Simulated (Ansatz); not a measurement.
**HfF+ (singlet): the correlation ladder, def2-SVP**

The task here is to estimate one member of a computed series from the others.

Computed with Ansatz 0.2.0, Gaussian basis. Level: def2-SVP, core rule «outside noble gas», up to 5 orbitals frozen.

To be run: UHF; CCSD(T) on RHF; CCSD(T) on UHF; CISD; CCSDT(Q) on RHF; CCSDT(Q) on UHF.

20 further runs of the same task are left out: 9 for a known fault of the program, 4 that didn't finish, 7 set aside as unsound or not needed. Runs told in other sessions of the task aren't counted.

## The geometry

The geometry is a PBE0/def2-TZVP stationary point (not a proven minimum) of the parent state, kept for this charge and spin. No spin-orbit coupling is included. Elements past krypton take def2 core potentials.

2 atoms, charge 1, spin multiplicity 1.

Atoms are counted from 1 here; the program's logs count them from 0.

Bond lengths: Hf1–F2 1.816 Å.

Set-up of the first run:

File in.yaml:

```yaml
crystal:
  periodic: [false, false, false]
  atoms:
    - {symbol: Hf, position_ang: [0.000000, 0.000000, 0.000000]}
    - {symbol: F, position_ang: [0.000000, 0.000000, 1.816400]}
basis:
  gaussian: {orbitals: def2-SVP}
total_charge: 1
magnetization: {spin_polarized: true, initial_magnetization: 0}
hamiltonian: {xc: hf}
output: {orbitals: {seedname: orbitals}}
```

Launch:

```bash
$ ansatz run in.yaml --threads 1 --pin off --events-out ev --progress --plain --max-ram 2393MiB
```

Steps of the session up to this table: UHF; CCSD(T) on RHF; CCSD(T) on UHF; CISD; CCSDT(Q) on RHF; CCSDT(Q) on UHF.

One of the session's tables, all rows but one given; the rest of the session is left out.

| method | from RCCSDT(Q) (kcal/mol) |
| --- | --- |
| RHF | ? |
| UHF | +153.02 |
| RMP2 | +10.73 |
| UMP2 | +7.41 |
| RCCSD | +5.55 |
| UCCSD | +5.04 |
| RCCSD(T) | +0.61 |
| UCCSD(T) | +0.80 |
| RCCSDT | +0.28 |
| UCCSDT | +0.53 |
| RCCSDT(Q) | 0 |
| UCCSDT(Q) | +0.13 |

**Question.** Estimate the row for RHF.

**Answer.** from RCCSDT(Q) (kcal/mol): +165.48. In the column «from RCCSDT(Q) (kcal/mol)» it is the highest.

Not comparable, so not listed: CISD (they don't share determinant, frozen orbitals or solution with the rows shown, or repeat one).

The program flags UCCSD(T) as in doubt (see the logs), so read those rows with care; the flags are other amplitudes.

Limits of these values: The determinant of HF (⟨S²⟩ 0.89) is far from a pure spin state, so its energy mixes those of several spin states; that is harmless only where they are near-degenerate. The determinant of CCSD(T) (⟨S²⟩ 0.89) is far from a pure spin state, so its energy mixes those of several spin states; high orders of coupled cluster remove much of that, low ones don't. The determinant of CCSDT(Q) (⟨S²⟩ 0.89) is far from a pure spin state, so its energy mixes those of several spin states; high orders of coupled cluster remove much of that, low ones don't. The program flags UCCSD(T) as in doubt, so read those rows with care; the flags are other amplitudes. Restricted and unrestricted rows rest on different reference determinants; a gap between their highest levels can come from leftover correlation error, from unlike frozen cores or from another state.
